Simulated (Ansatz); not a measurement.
Set up this calculation in Ansatz 0.2.0, as the native input.

| Property | Result |
| --- | --- |
| Task | relaxation of cell and atoms |
| Functional | PBEsol |
| Potentials or basis | Ansatz PAW |
| Cutoff | 420 eV (not typed: the program's choice for these potentials) |
| k mesh | 6 × 6 × 6 |
| Occupations | fermi-dirac, width 0.05 eV |
| Spin | no spin polarisation |
| Target pressure | 10 GPa |
| Target pressure (GPa) | 10 |

Crystal: In3Se.

```
CELL_PARAMETERS angstrom
4.80376 0.00000 0.00000
0.00000 4.80376 0.00000
0.00000 0.00000 4.80376
ATOMIC_POSITIONS crystal
In 0.50000 0.50000 0.00000
In 0.50000 0.00000 0.50000
In 0.00000 0.50000 0.50000
Se 0.00000 0.00000 0.00000
```

The cell comes from a database or a generator and needn't be the stable form of this composition.

The input as run:

input.yaml

```yaml
crystal:
  lattice:
    - [4.803758, 0.0, 0.0]
    - [0.0, 4.803758, 0.0]
    - [0.0, 0.0, 4.803758]
  atoms:
    - { symbol: In, position: [0.5, 0.5, 0.0] }
    - { symbol: In, position: [0.5, 0.0, 0.5] }
    - { symbol: In, position: [0.0, 0.5, 0.5] }
    - { symbol: Se, position: [0.0, 0.0, 0.0] }
hamiltonian:
  xc: pbesol
  pseudopotentials: { kind: paw }
kpoints:
  mp_grid: { grid: [6, 6, 6] }
scf:
  occupations: { method: fermi_dirac, width: 0.05 }
output:
  forces: true
  stress: true
  eigenvalues: true
  write_density: true
  write_potential: true
  elf: true
  volumetric_format: npy
relax:
  f_tol: 0.01
  max_steps: 40
  cell: { stress_tol: 0.05, p_target: 10.0 }
```

Potentials or basis: Ansatz PAW.

Run with:

```console
$ ansatz run input.yaml --threads 2 --pin off --max-ram 5632MiB --backend cpu --events-out ev --progress --plain --runs-dir out
```

It gave:

| Quantity | Value |
| --- | --- |
| Relaxed volume | 21.81 Å³/atom |
| Relaxed cell | a = 4.435 Å, b = 4.435 Å, c = 4.435 Å, α = 90.00°, β = 90.00°, γ = 90.00° |
| Space group after relaxing (to 0.05 Å) | Pm-3m (No. 221) |
| Energy change on relaxing (the enthalpy is what falls) | +75.5 meV/atom |
| Ionic steps | 6 |
| Pressure after relaxing | 10.0 GPa |
| Band gap on the k mesh | none (metal or under the smearing width) |

Caveat: the volume moved by over 15 % at a fixed basis, so the end points are rough; the plane-wave basis is chosen anew once the cell has moved, so the energies of steps on either side of that aren't comparable; the PAW data sets come from PBE, with cores solved anew for the run's functional, which leaves a small shift of forces and pressure.

It took 18 s on 2 threads of Arm Neoverse V1, on a shared host, peak memory 0.43 GiB.
